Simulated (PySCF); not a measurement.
# C11H11N: the cost of one run

Programs: PySCF 2.14.0, with density-fitted response routines of our own. Each step states its level of theory. These are calculated values for one molecule, in the gas phase or a continuum, unless marked as measured. Atoms are numbered from 0 throughout.

## 1. Starting geometry

23 atoms, charge 0, multiplicity 1; geometry from: GFN2-xTB. The atoms were then displaced at random by about 0.01 Å, so the start is not that level's minimum.

Bonds of the start (Å): C0–C1 1.34, C1–C2 1.49, C2–C3 1.49, C3–C4 1.40, C4–N5 1.16, C3–C6 1.55, C6–C7 1.48, C7–C8 1.36, C8–C9 1.44, C9–C10 1.34, C10–C11 1.49, C6–C2 1.50, C10–C6 1.50, C0–H12 1.09, C0–H13 1.04, C1–H14 1.09, C2–H15 1.08, C3–H16 1.09, C7–H17 1.06, C8–H18 1.08, C9–H19 1.09, C11–H20 1.07, C11–H21 1.09, C11–H22 1.09.

## 2. Geometry optimisation at PBE0-D3(BJ)/def2-SVP

Job settings and geometry (Å):

```
{"job": {"xc": "PBE0", "basis": "def2-SVP", "d3": "d3bj", "grid": 1, "shake": 0.01, "kind": "geom"}, "charge": 0, "multiplicity": 1}
C      2.671180    -0.952070     0.676190
C      1.766610    -1.045520    -0.310380
C      1.050940     0.073100    -0.984360
C      0.795360     1.394570    -0.335380
C      1.057840     1.689790     1.007760
N      1.289580     2.022210     2.091280
C     -0.369210     0.420630    -0.670890
C     -1.281230     0.768350    -1.780510
C     -2.525680     0.322370    -1.446180
C     -2.483000    -0.317800    -0.157600
C     -1.237480    -0.268950     0.341050
C     -0.760080    -0.809250     1.641210
H      2.883590     0.035250     1.092930
H      3.125050    -1.786830     1.095120
H      1.538800    -2.023840    -0.730580
H      1.308140     0.144870    -2.027980
H      0.822800     2.286760    -0.963640
H     -0.992390     1.285490    -2.658280
H     -3.412930     0.392640    -2.064560
H     -3.358430    -0.748880     0.320360
H     -0.359640    -0.023720     2.249920
H     -1.596470    -1.282350     2.150560
H      0.014350    -1.553280     1.466790
```

Run with:

```console
$ OMP_NUM_THREADS=1 python probes_run.py task.json out
```

The driver reads the jobs from task.json and runs them one after another.

Q: Estimate the wall time and peak memory of this first job on 1 thread of AMD EPYC 7B13, shared host.

About 3.5 min, with a peak of 1 GiB.
